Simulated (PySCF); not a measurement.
# CCSD(T)/STO-3G run of [GeH3]− (SMILES [GeH3-])

Aim: the vertical ionisation energy of [GeH3]− at CCSD(T)/STO-3G, from 2 runs. Input form: a Python script.

The results are computed with PySCF 2.14.0.

7 further runs of the same task are left out: 7 set aside as unsound or not needed.

## 1. Starting point

[GeH3]−: 4 atoms, total charge -1, spin state singlet. SMILES: `[GeH3-]`. The shape comes from GFN2-xTB, which is rough for such elements, and wasn't checked as a minimum.

Bond lengths: Ge1–H2 1.750 Å, Ge1–H3 1.752 Å, Ge1–H4 1.758 Å. Angles: H2–Ge1–H3 89.2°, H2–Ge1–H4 89.5°, H3–Ge1–H4 89.4°.

## 2. A single-point energy at CCSD(T)/STO-3G

Contents of calc.py:

```python
from pyscf import gto, cc

molecule = gto.Mole()
molecule.atom = '''
Ge     0.886130    -0.519599    -1.024364
H      1.766970     0.291566     2.058365
H     -1.777968    -2.060916     0.193224
H     -0.875132     2.288950    -1.227245
'''
molecule.verbose = 3
molecule.unit = 'bohr'
molecule.spin = 0
molecule.basis = 'sto-3g'
molecule.charge = -1
molecule.max_memory = 1860
molecule.build()

mf = molecule.RHF()
mf.conv_tol = 1e-10
mf.kernel()
if not mf.converged:
    mf = mf.newton().run(mf.mo_coeff, mf.mo_occ)

mycc = cc.CCSD(mf, frozen=9)
mycc.kernel()
e_t = mycc.ccsd_t()
e_tot = mycc.e_tot + e_t
print(f'total energy: {e_tot:.8f} hartree')
```

Run with:

```sh
$ OMP_NUM_THREADS=1 python calc.py
```

Standard output:

```text
converged SCF energy = -2053.23666037464
E(CCSD) = -2053.305987673704  E_corr = -0.06932729906803316
CCSD(T) correction = -0.000224363436725105
total energy: -2053.30621204 hartree
```

Wall time 0.62 s (1 thread of Arm Neoverse V2, shared host); peak memory 0.12 GiB.

## 3. Doublet neutral GeH3 at the same level

Contents of input.py:

```python
from pyscf import gto, scf, cc

system = gto.M(
    atom='''
Ge     0.886130    -0.519599    -1.024364
H      1.766970     0.291566     2.058365
H     -1.777968    -2.060916     0.193224
H     -0.875132     2.288950    -1.227245
''',
    max_memory=1860,
    basis='sto-3g',
    verbose=3,
    unit='bohr',
    charge=0,
    spin=1,
)

calc0 = scf.UHF(system)
calc0.conv_tol = 1e-10
calc0.kernel()
if not calc0.converged:
    calc0 = calc0.newton().run(calc0.mo_coeff, calc0.mo_occ)

mycc = cc.CCSD(calc0, frozen=9)
mycc.kernel()
e_t = mycc.ccsd_t()
etot = mycc.e_tot + e_t
print('E(%s) = %.9f' % ('CCSD(T)', etot))
```

Run with:

```sh
$ OMP_NUM_THREADS=1 python input.py
```

Standard output:

```text
converged SCF energy = -2053.32911082035  <S^2> = 0.75089709  2S+1 = 2.0008969
E(UCCSD) = -2053.405651661903  E_corr = -0.07654084154988322
UCCSD(T) correction = -0.000796900125714923
E(CCSD(T)) = -2053.406448562
```

It took 0.6 s on 1 thread of Arm Neoverse V2, shared host; peak memory 0.1 GiB.

## 4. What came out

Level: CCSD(T)/STO-3G, 9 core orbitals frozen.

```
                                                                        quantity           value
                                                   singlet [GeH3]−: total energy  -2053.30621 Eh
                            singlet [GeH3]−: HOMO energy (Hartree–Fock orbitals)         2.02 eV
                            singlet [GeH3]−: LUMO energy (Hartree–Fock orbitals)        18.57 eV
          singlet [GeH3]−: HOMO–LUMO gap (to an unbound level, set by the basis)        16.55 eV
                    singlet [GeH3]−: correlation energy (9 core orbitals frozen)       -69.6 mEh
                                                 singlet [GeH3]−: (T) correction       -0.22 mEh
                                                  singlet [GeH3]−: T1 diagnostic           0.008
                                              doublet neutral GeH3: total energy  -2053.40645 Eh
                      doublet neutral GeH3: dipole moment (Hartree–Fock density)          1.96 D
doublet neutral GeH3: HOMO energy (Hartree–Fock orbitals) (highest over α and β)        -8.22 eV
 doublet neutral GeH3: LUMO energy (Hartree–Fock orbitals) (lowest over α and β)         3.02 eV
               doublet neutral GeH3: correlation energy (9 core orbitals frozen)       -77.3 mEh
                                            doublet neutral GeH3: (T) correction       -0.80 mEh
                         doublet neutral GeH3: ⟨S²⟩ of the reference determinant           0.751
                                             doublet neutral GeH3: T1 diagnostic           0.005
                             vertical detachment energy (to the doublet neutral)       -2.728 eV
```

**Reading.** The species is unbound against losing an electron at this level, by 2.73 eV (−263 kJ/mol); missing correlation or diffuse functions can give that sign where the real anion is bound. In a minimal basis such a difference can be off by several eV, whatever the method. Mulliken charges (singlet [GeH3]−) of the mean-field density run from -0.32 on H4 to -0.06 on Ge1. The triples (singlet [GeH3]−) make up 0.3 % of the correlation energy. The HOMO (singlet [GeH3]−) lies at positive energy, 2.02 eV: the electron is unbound at this level or held by a compact basis; values depend on the basis. The triples (doublet neutral GeH3) make up 1.0 % of the correlation energy.
